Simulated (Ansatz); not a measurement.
**CH3Cl + CH6Si: molecular dynamics**

The plan is to follow the two partners and see whether they stay together, part or react. The start is relaxed first. Runs: 500 steps of 0.5 fs under a Langevin thermostat, set from 400 K to 100 K by a schedule. SMILES of the start: C[SiH3].CCl.

Program: Ansatz 0.2.0. Level of theory: RKS PBE-D4/STO-3G. These are calculated values, not measurements.

## (1) The starting structure

Bond lengths: C1–Si2 1.896 Å, C1–H3 1.087 Å, C1–H4 1.087 Å, C1–H5 1.087 Å, Si2–H6 1.464 Å, Si2–H7 1.468 Å, Si2–H8 1.464 Å, C9–Cl10 1.778 Å, C9–H11 1.086 Å, C9–H12 1.086 Å, C9–H13 1.086 Å. Angles (14 of 18 angles, heavy atoms first): C1–Si2–H6 109.6°, C1–Si2–H7 109.0°, C1–Si2–H8 109.6°, Si2–C1–H3 111.2°, Si2–C1–H4 111.3°, Si2–C1–H5 111.5°, Cl10–C9–H11 108.1°, Cl10–C9–H12 108.2°, Cl10–C9–H13 108.2°, H6–Si2–H7 109.4°, H6–Si2–H8 110.0°, H7–Si2–H8 109.2°, H3–C1–H4 107.5°, H3–C1–H5 107.5°.

Structure file:

```xyz
13

C     0.6017   -0.5076   -2.4261
Si   -0.6524    0.4866   -1.4091
H     0.8728    0.0177   -3.3389
H     0.1990   -1.4757   -2.7138
H     1.5174   -0.6856   -1.8672
H    -0.0185    1.7053   -0.9035
H    -1.1080   -0.3321   -0.2788
H    -1.8025    0.8306   -2.2478
C     0.1594   -0.1351    3.0157
Cl   -0.7936    1.3446    3.2673
H    -0.0959   -0.5382    2.0400
H    -0.0916   -0.8381    3.8041
H     1.2120    0.1276    3.0581
```

## (2) Relaxing the start

input.yaml

```yaml
crystal:
  periodic: [false, false, false]
  atoms:
    - { symbol: C, position_ang: [0.6017, -0.5076, -2.4261] }
    - { symbol: Si, position_ang: [-0.6524, 0.4866, -1.4091] }
    - { symbol: H, position_ang: [0.8728, 0.0177, -3.3389] }
    - { symbol: H, position_ang: [0.199, -1.4757, -2.7138] }
    - { symbol: H, position_ang: [1.5174, -0.6856, -1.8672] }
    - { symbol: H, position_ang: [-0.0185, 1.7053, -0.9035] }
    - { symbol: H, position_ang: [-1.108, -0.3321, -0.2788] }
    - { symbol: H, position_ang: [-1.8025, 0.8306, -2.2478] }
    - { symbol: C, position_ang: [0.1594, -0.1351, 3.0157] }
    - { symbol: Cl, position_ang: [-0.7936, 1.3446, 3.2673] }
    - { symbol: H, position_ang: [-0.0959, -0.5382, 2.04] }
    - { symbol: H, position_ang: [-0.0916, -0.8381, 3.8041] }
    - { symbol: H, position_ang: [1.212, 0.1276, 3.0581] }
basis:
  gaussian: { orbitals: STO-3G }
hamiltonian:
  xc: pbe
  dispersion: d4
relax:
  f_tol: 0.02
  max_steps: 40
scf:
  lower_state_search: "off"
```

The run is started by

```sh
ansatz run input.yaml --threads 1 --pin off --max-ram 2048MiB --backend cpu --events-out ev --progress --plain --runs-dir out
```

After this run come: The run.

What does the calculation give? Wanted: relaxation of the start; temperature, first and last step; temperature, second half; potential energy, second half; bonds formed or broken.

The runs gave:

```
                        quantity                          value
         relaxation of the start       13 moves, 0.118 eV lower
                          length            500 steps of 0.5 fs
temperature, first and last step                  369 and 371 K
        temperature, second half  mean 321 K, from 177 to 426 K
   potential energy, second half    +31 meV/atom from the start
          bonds formed or broken                              0
```

What this shows: The set-point goes from 400 to 100 K in 250 fs, and the last tenth of the run averages 323 K. Such a rate, of order 10^15 K/s, is far beyond any furnace or quench, and the atoms lag the set-point. The bonds all hold. The partners' closest contact goes from 2.32 to 2.78 Å; so short a run doesn't show whether they stay bound. 250 fs on 13 atoms is far too short and small for converged averages. The nuclei move classically, without zero-point motion, which matters most for hydrogen. The basis is very small, so the numbers are rough.
